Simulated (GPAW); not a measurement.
HPbNO4:

```
H Pb N O
1.0
     3.85707    0.00178   -0.03658
     0.17353    4.33436   -0.01647
     0.75803    0.83873    5.87662
H Pb N O
1 1 1 4
Direct
  0.61511 0.89559 0.19844
  0.64597 0.44651 0.91685
  0.71474 0.23810 0.50058
  0.16958 0.47007 0.77768
  0.62919 0.97045 0.49845
  0.56424 0.92583 0.03849
  0.78022 0.42250 0.31951
```

The cell was built by a generator and needn't be a form met in nature.

| Item | Value |
| --- | --- |
| Program | GPAW 26.7.0 |
| Task | relaxation of cell and atoms |
| Functional | RPBE |
| Potentials or basis | the program's PAW data sets (release 1.2.1) made for this functional |
| Cutoff | 800 eV |
| Basis | pw |
| k mesh | 5 × 5 × 3 |
| Occupations | fermi-dirac, width 0.05 eV |
| Spin | no spin polarisation |

At the start: pressure 2.1 GPa; volume 14.06 Å³/atom.

Q: Where does the relaxation end?

A: Over 59 steps the energy falls by 18.6 meV/atom and the volume is 16.93 Å³/atom (+20.4 %); space group P1 (No. 1, to 0.05 Å).

The path:
| step | energy change (eV) | largest force (eV/Å) | pressure (GPa) | volume (Å³) |
| --- | --- | --- | --- | --- |
| 1 | 0.0000 | 0.3221 | 2.11 | 98.41 |
| 3 | -0.0044 | 0.1186 | 1.45 | 98.63 |
| 5 | -0.0226 | 0.4466 | 0.61 | 100.77 |
| 7 | -0.0348 | 0.1144 | -0.08 | 102.98 |
| 9 | -0.0365 | 0.0929 | -0.11 | 103.17 |
| 11 | -0.0390 | 0.1525 | 0.00 | 103.29 |
| 13 | -0.0424 | 0.1185 | 0.05 | 103.93 |
| 15 | -0.0465 | 0.1430 | -0.01 | 104.81 |
| 17 | -0.0508 | 0.0886 | -0.01 | 105.54 |
| 19 | -0.0532 | 0.1158 | 0.04 | 105.68 |
| 21 | -0.0604 | 0.2654 | 0.04 | 106.47 |
| 23 | -0.0692 | 0.1210 | -0.16 | 108.37 |
| 25 | -0.0730 | 0.1376 | -0.27 | 109.29 |
| 27 | -0.0788 | 0.1172 | -0.24 | 110.36 |
| 29 | -0.0816 | 0.0757 | -0.09 | 110.55 |
| 31 | -0.0836 | 0.1383 | 0.03 | 110.23 |
| 33 | -0.0868 | 0.1008 | -0.02 | 110.35 |
| 35 | -0.0904 | 0.1287 | -0.09 | 111.08 |
| 37 | -0.0960 | 0.1131 | -0.02 | 111.99 |
| 39 | -0.0981 | 0.1193 | 0.13 | 111.99 |
| 41 | -0.1027 | 0.2054 | 0.16 | 112.49 |
| 43 | -0.1132 | 0.2825 | 0.00 | 114.84 |
| 45 | -0.1195 | 0.0875 | -0.06 | 116.53 |
| 47 | -0.1202 | 0.0982 | -0.03 | 116.18 |
| 49 | -0.1231 | 0.1127 | 0.03 | 116.12 |
| 51 | -0.1263 | 0.0864 | 0.00 | 117.33 |
| 53 | -0.1285 | 0.0683 | -0.03 | 118.44 |
| 55 | -0.1309 | 0.0267 | -0.07 | 119.41 |
| 57 | -0.1307 | 0.0211 | -0.03 | 118.94 |
| 59 | -0.1303 | 0.0207 | -0.02 | 118.52 |

Final structure:
```yaml
crystal:
  lattice:
    - [3.64095, -0.07718, -0.08716]
    - [0.08165, 4.48872, -0.05282]
    - [0.64045, 0.80026, 7.22436]
  atoms:
    - { symbol: H, position: [0.57760, 0.89491, 0.19093] }
    - { symbol: Pb, position: [0.66321, 0.42101, 0.98351] }
    - { symbol: N, position: [0.72398, 0.24933, 0.44680] }
    - { symbol: O, position: [0.18060, 0.44393, 0.83443] }
    - { symbol: O, position: [0.53859, 0.02580, 0.43916] }
    - { symbol: O, position: [0.60056, 0.90984, 0.05513] }
    - { symbol: O, position: [0.82795, 0.42243, 0.30256] }
```

Caveat: later steps reuse the first step's grids; the volume moved by over 15 % at a fixed basis, so the end points are rough.
